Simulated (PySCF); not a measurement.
# C2H9NSi2: the cost of one run

The runs use PySCF 2.14.0, with density-fitted response routines of our own; the level of theory stands in each step. All values are computed, except where a source is named. Atoms count from 0, in the outputs and in this text.

### 1 The molecule as given

14 atoms, charge 0, multiplicity 1; geometry from: GFN2-xTB. The atoms were then displaced at random by about 0.01 Å, so the start is not that level's minimum.

Bonds of the start (Å): C0–N1 1.46, N1–Si2 1.70, Si2–C3 1.92, C3–Si4 1.93, Si4–C0 1.89, C0–H5 1.11, C0–H6 1.10, N1–H7 1.00, Si2–H8 1.46, Si2–H9 1.49, C3–H10 1.05, C3–H11 1.08, Si4–H12 1.46, Si4–H13 1.45.

### 2 Geometry optimisation at PBE0-D3(BJ)/def2-SVP

The job: settings as JSON, then the geometry in Å.

```
{"job": {"xc": "PBE0", "basis": "def2-SVP", "d3": "d3bj", "grid": 1, "shake": 0.01, "kind": "geom"}, "charge": 0, "multiplicity": 1}
C     -1.447160    -0.200800    -0.266130
N     -0.857210     1.129060    -0.172820
Si     0.720790     1.339350     0.412820
C      1.466230    -0.390830     0.049390
Si    -0.087190    -1.505600    -0.221230
H     -2.191320    -0.323380     0.541750
H     -2.031290    -0.233820    -1.201740
H     -1.499280     1.897880    -0.174640
H      1.360160     2.429060    -0.327670
H      0.852460     1.631400     1.872980
H      2.046210    -0.374130    -0.829850
H      2.074740    -0.750860     0.864320
H     -0.354950    -2.404220     0.902810
H     -0.059340    -2.258200    -1.457740
```

Run with:

```bash
$ OMP_NUM_THREADS=1 python probes_run.py task.json out
```

One launch serves the whole session: the jobs run in the order shown.

Q: Estimate the wall time and peak memory of this first job on 1 thread of Arm Neoverse N1, shared host.

About 77 s, with a peak of 0.5 GiB.
